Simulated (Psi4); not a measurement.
# BCl2F (SMILES FB(Cl)Cl) at MP2/6-31G (density fitting, density fitting for correlation, sweep point 3)

Aim: the vertical ionisation energy of BCl2F at MP2/6-31G (density fitting, density fitting for correlation, sweep point 3), from 2 runs. The job is set up through a Python script.

Program for the calculation: Psi4 1.11.

## Step 1: The system as given

BCl2F: 4 atoms, total charge 0, spin state singlet. SMILES: `FB(Cl)Cl`. The coordinates come from a GFN2-xTB relaxation.

Bond lengths: B1–Cl2 1.712 Å, B1–Cl3 1.712 Å, B1–F4 1.323 Å. Angles: Cl2–B1–Cl3 123.6°, Cl2–B1–F4 118.2°, Cl3–B1–F4 118.2°.

## Step 2: The energy at MP2/6-31G (density fitting, density fitting for correlation, sweep point 3)

Contents of calc.py:

```python
import psi4

psi4.set_memory('1600 MB')
psi4.set_num_threads(1)
psi4.set_output_file('psi4.out', False)

m = psi4.geometry("""
B     -0.037880    -0.063210    -0.000480
Cl     1.671570    -0.146640     0.013750
Cl    -0.914230     1.407130    -0.016990
F     -0.719460    -1.197280     0.003720
symmetry c1
""")

psi4.set_options(dict(basis='6-31G', puream=True, scf_type='df', num_frozen_docc=12))

e, wfn = psi4.energy('mp2', return_wfn=True)
print(f'total energy {e:.8f} hartree = {e * 27.211386:.5f} eV')
```

Launch:

```bash
python calc.py
```

psi4.out:

```text
[...]
  Running in c1 symmetry.
[...]
  Nuclear repulsion =  183.247378343285163
[...]
  Multiplicity = 1
[...]
  Nalpha       = 24
  Nbeta        = 24
[...]
    Number of basis functions: 44
[...]
   @DF-RHF iter   1: -1043.06574616968578   -1.59569e-01   7.78731e-03 DIIS/ADIIS
[...]
   @DF-RHF iter  11: -1043.13103160670835   -2.27374e-13   1.46410e-09 DIIS
[...]
    Orbital Energies [Eh]
    ---------------------
    Doubly Occupied:
       1A   -104.854328     2A   -104.854290     3A    -26.350917
       4A    -10.600247     5A    -10.600200     6A     -8.068526
       7A     -8.068484     8A     -8.064656     9A     -8.064615
      10A     -8.064171    11A     -8.064130    12A     -7.819611
      13A     -1.672350    14A     -1.196949    15A     -1.153491
      16A     -0.813958    17A     -0.742741    18A     -0.723161
      19A     -0.676311    20A     -0.573601    21A     -0.542029
      22A     -0.524623    23A     -0.497607    24A     -0.486738
[...]
  @DF-RHF Final Energy: -1043.13103160670835
   => Energetics <=
    Nuclear Repulsion Energy =            183.2473783432851633
    One-Electron Energy =               -1806.6013487530456132
    Two-Electron Energy =                 580.2229388030522159
    Total Energy =                      -1043.1310316067083477
[...]
 Multipole Moments:
 ------------------------------------------------------------------------------------
     Multipole            Electronic (a.u.)      Nuclear  (a.u.)        Total (a.u.)
 ------------------------------------------------------------------------------------
 L = 1.  Multiply by 2.5417464519 to convert [e a0] to [Debye]
 Dipole X            :         -0.3998884            0.4839588            0.0840704
 Dipole Y            :         -0.6666348            0.8055345            0.1388997
 Dipole Z            :          0.0000559           -0.0018725           -0.0018166
 Magnitude           :                                                    0.1623708
[...]
```

Standard output:

```text
total energy -1043.38842374 hartree = -28392.04515 eV
```

It took 1.2 s on 1 thread of AMD EPYC 9R45 (Zen 5), shared host; peak memory 0.19 GiB.

## Step 3: The doublet cation

Contents of run.py:

```python
import psi4

psi4.set_memory('1600 MB')
psi4.set_num_threads(1)
psi4.core.set_output_file('psi4.out', False)

molecule = psi4.geometry("""
1 2
B     -0.037880    -0.063210    -0.000480
Cl     1.671570    -0.146640     0.013750
Cl    -0.914230     1.407130    -0.016990
F     -0.719460    -1.197280     0.003720
symmetry c1
""")

psi4.set_options({
    'reference': 'uhf',
    'puream': True,
    'scf_type': 'df',
    'num_frozen_docc': 12,
    'maxiter': 150,
})

energy_value = psi4.energy('mp2/6-31G')
print('E =', round(energy_value, 9))
for k, v in sorted(psi4.core.scalar_variables().items()):
    print(f'{k:45s} {v:18.10f}')
```

Launch:

```bash
python run.py
```

psi4.out:

```text
[...]
  Running in c1 symmetry.
[...]
  Nuclear repulsion =  183.247378343285163
[...]
  Multiplicity = 2
[...]
  Nalpha       = 24
  Nbeta        = 23
[...]
    Number of basis functions: 44
[...]
   @DF-UHF iter   1: -1042.58357127941304    3.22606e-01   8.56280e-03 DIIS/ADIIS
[...]
   @DF-UHF iter  21: -1042.67575288976695   -2.68301e-11   7.74459e-09 DIIS
[...]
   @S^2 Observed:                7.760006619E-01
[...]
    Orbital Energies [Eh]
    ---------------------
    Alpha Occupied:
       1A   -105.177407     2A   -105.177239     3A    -26.574037
       4A    -10.918863     5A    -10.918690     6A     -8.396181
       7A     -8.396000     8A     -8.382976     9A     -8.382806
      10A     -8.379855    11A     -8.379688    12A     -8.075522
      13A     -1.891434    14A     -1.506058    15A     -1.466534
      16A     -1.039257    17A     -0.976556    18A     -0.961786
      19A     -0.939631    20A     -0.841968    21A     -0.830222
      22A     -0.819260    23A     -0.813456    24A     -0.788580
    Alpha Virtual:
      25A     -0.141560    26A     -0.046745    27A      0.083887
[...]
  @DF-UHF Final Energy: -1042.67575288976695
   => Energetics <=
    Nuclear Repulsion Energy =            183.2473783432851633
    One-Electron Energy =               -1793.0867132319403936
    Two-Electron Energy =                 567.1635819988882758
    Total Energy =                      -1042.6757528897669545
  UHF NO Occupations:
  HONO-2 :   22  A 1.9996497
  HONO-1 :   23  A 1.9877638
[...]
 Multipole Moments:
 ------------------------------------------------------------------------------------
     Multipole            Electronic (a.u.)      Nuclear  (a.u.)        Total (a.u.)
 ------------------------------------------------------------------------------------
 L = 1.  Multiply by 2.5417464519 to convert [e a0] to [Debye]
 Dipole X            :         -0.0772052            0.4839588            0.4067536
 Dipole Y            :         -0.1316951            0.8055345            0.6738394
 Dipole Z            :         -0.0015262           -0.0018725           -0.0033987
 Magnitude           :                                                    0.7870957
[...]
```

Standard output:

```text
E = -1042.943668057
CURRENT CORRELATION ENERGY                         -0.2679151673
CURRENT ENERGY                                  -1042.9436680571
CURRENT REFERENCE ENERGY                        -1042.6757528898
CUSTOM SCS-MP2 CORRELATION ENERGY                  -0.2569453888
CUSTOM SCS-MP2 TOTAL ENERGY                     -1042.9326982786
DD SOLVATION ENERGY                                 0.0000000000
HF KINETIC ENERGY                                1043.3238795827
HF POTENTIAL ENERGY                             -2085.9996324724
HF TOTAL ENERGY                                 -1042.6757528898
HF VIRIAL RATIO                                     1.9993787867
MP2 CORRELATION ENERGY                             -0.2679151673
MP2 DOUBLES ENERGY                                 -0.2679151673
MP2 OPPOSITE-SPIN CORRELATION ENERGY               -0.1934311535
MP2 SAME-SPIN CORRELATION ENERGY                   -0.0744840138
MP2 SINGLES ENERGY                                 -0.0000000000
MP2 TOTAL ENERGY                                -1042.9436680571
NUCLEAR REPULSION ENERGY                          183.2473783433
ONE-ELECTRON ENERGY                             -1793.0867132319
PCM POLARIZATION ENERGY                             0.0000000000
PE ENERGY                                           0.0000000000
SCF ITERATION ENERGY                            -1042.6757528898
SCF ITERATIONS                                     21.0000000000
SCF TOTAL ENERGY                                -1042.6757528898
SCS-MP2 CORRELATION ENERGY                         -0.2569453888
SCS-MP2 TOTAL ENERGY                            -1042.9326982786
TWO-ELECTRON ENERGY                               567.1635819989
```

It took 1.3 s on 1 thread of AMD EPYC 9R45 (Zen 5), shared host; peak memory 0.19 GiB.

## Step 4: What came out

At MP2/6-31G (density fitting, density fitting for correlation, sweep point 3), 12 core orbitals frozen:

```
                                                                  quantity           value
                                               singlet BCl2F: total energy  -1043.38842 Eh
                        singlet BCl2F: HOMO energy (Hartree–Fock orbitals)       -13.24 eV
                        singlet BCl2F: LUMO energy (Hartree–Fock orbitals)         2.65 eV
                      singlet BCl2F: HOMO–LUMO gap (Hartree–Fock orbitals)        15.90 eV
               singlet BCl2F: correlation energy (12 core orbitals frozen)      -257.4 mEh
                                              doublet cation: total energy  -1042.94367 Eh
doublet cation: HOMO energy (Hartree–Fock orbitals) (highest over α and β)       -18.49 eV
 doublet cation: LUMO energy (Hartree–Fock orbitals) (lowest over α and β)       -11.53 eV
              doublet cation: correlation energy (12 core orbitals frozen)      -267.9 mEh
                         doublet cation: ⟨S²⟩ of the reference determinant           0.776
                        vertical ionisation energy (to the doublet cation)       12.102 eV
```

In words: Removing an electron at fixed nuclei costs 12.10 eV (279 kcal/mol).
